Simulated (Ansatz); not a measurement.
# SnH2+ (doublet): wave-function methods side by side at distance Sn1–H2 = 2.032 Å, def2-SVP

How much of the correlation energy of SnH2+ (doublet) does each wave-function method recover here?

Program: Ansatz 0.2.0, Gaussian basis. Level of theory: def2-SVP, core rule «outside noble gas», up to 9 orbitals frozen. These are calculated values, not measurements.

Plan: UHF; CCSD(T) on ROHF; CCSD(T) on UHF; BCCD(T) on ROHF; CISD; CCSDT(Q) on ROHF; CCSDT(Q) on UHF; CISDTQ; CASSCF and MRCISD+Q, 3 electrons in 3 orbitals; CASSCF and NEVPT2, 3 electrons in 3 orbitals; CASSCF and MRCISD+Q, 5 electrons in 6 orbitals; CASSCF and MRCISD+Q(relaxed), 5 electrons in 6 orbitals; CASSCF and NEVPT2, 5 electrons in 6 orbitals; Full CI; Full CI in the symmetry of the determinant.

25 further runs of the same task are left out: 6 for a known fault of the program, 19 that didn't finish.

**1. What is computed**

The geometry derives from a PBE0/def2-TZVP stationary point (not a proven minimum). One bond is set to the value named and the two fragments are kept rigid. No spin-orbit coupling is included. Elements past krypton take def2 core potentials.

3 atoms, charge 1, spin multiplicity 2.

Atoms are counted from 1 here; the program's logs count them from 0.

Bond lengths: Sn1–H2 2.032 Å, Sn1–H3 1.655 Å. Angles: H2–Sn1–H3 180.0°.

Coordinates:

| atom | x (Å) | y (Å) | z (Å) |
| --- | --- | --- | --- |
| Sn1 | 0.00000 | 0.00000 | 0.12553 |
| H2 | 0.00000 | 0.00000 | -1.90647 |
| H3 | 0.00000 | 0.00000 | 1.78093 |

**2. UHF**

Contents of in.yaml:

```yaml
crystal:
  periodic: [false, false, false]
  atoms:
    - {symbol: Sn, position_ang: [0.000000, 0.000000, 0.125533]}
    - {symbol: H, position_ang: [0.000000, 0.000000, -1.906467]}
    - {symbol: H, position_ang: [0.000000, 0.000000, 1.780933]}
basis:
  gaussian: {orbitals: def2-SVP}
total_charge: 1
magnetization: {spin_polarized: true, initial_magnetization: 1}
hamiltonian: {xc: hf}
output: {orbitals: {seedname: orbitals}}
```

Run with:

```sh
$ ansatz run in.yaml --threads 1 --pin off --events-out ev --progress --plain --max-ram 2393MiB
```

Further steps of the session: CCSD(T) on ROHF; CCSD(T) on UHF; BCCD(T) on ROHF; CISD; CCSDT(Q) on ROHF; CCSDT(Q) on UHF; CISDTQ; CASSCF and MRCISD+Q, 3 electrons in 3 orbitals; CASSCF and NEVPT2, 3 electrons in 3 orbitals; CASSCF and MRCISD+Q, 5 electrons in 6 orbitals; CASSCF and MRCISD+Q(relaxed), 5 electrons in 6 orbitals; CASSCF and NEVPT2, 5 electrons in 6 orbitals; Full CI; Full CI in the symmetry of the determinant.

Q: Predict the results of all the runs planned. Wanted: FCI below the RHF energy; RMP2 from FCI; UMP2 from FCI; RCCSD from FCI; RCCSD(T) from FCI; UCCSD(T) from FCI; RCCSDT(Q) from FCI; UCCSDT(Q) from FCI; NEVPT2 pair from FCI.

As calculated:

```
                         quantity                                                                                                                                          value
         FCI below the RHF energy                                                                                                                                     -2.4648 eV
                    RMP2 from FCI                                                                                                                                     +740.9 meV
                    UMP2 from FCI                                                                                                                                     +842.3 meV
                   RCCSD from FCI                                                                                                                                      +73.3 meV
                RCCSD(T) from FCI                                                                                                                                      +20.0 meV
                UCCSD(T) from FCI                                                                                                                                      +16.4 meV
               RCCSDT(Q) from FCI                                                                                                                                       -0.2 meV
               UCCSDT(Q) from FCI                                                                                                                                       -6.2 meV
             NEVPT2 pair from FCI                                                                                                                                     +485.0 meV
           MRCISD+Q pair from FCI                                                                                                                                       -8.8 meV
          NEVPT2 valence from FCI                                                                                                                                     +257.7 meV
levels within 1 kcal/mol (43 meV)  RCCSD(T), UCCSD(T), BCCD(T), RCCSDT, UCCSDT, RCCSDT(Q), UCCSDT(Q), MRCISD+Q pair, MRCISD valence, MRCISD+Q valence, MRCISD+Q(relaxed) valence
                    T1 diagnostic                                                                                                                                          0.030
   effectively unpaired electrons                                                                                                                                           1.11
```

What this shows: RCCSD(T) lands +20.0 meV from the yardstick (0.8 % of the correlation energy). UCCSDT, UCCSDT(Q), MRCISD+Q pair, MRCISD+Q valence, MRCISD+Q(relaxed) valence fall below full CI: unrestricted runs freeze a spin-polarised core, another one than full CI's, and coupled cluster isn't variational. One determinant dominates. Of the multireference levels listed MRCISD+Q valence comes nearest in total energy (-2.2 meV), which doesn't show that its space is the better one. These misses are within one basis, not against nature; the frozen cores of restricted and unrestricted runs differ, which can shift their rows.
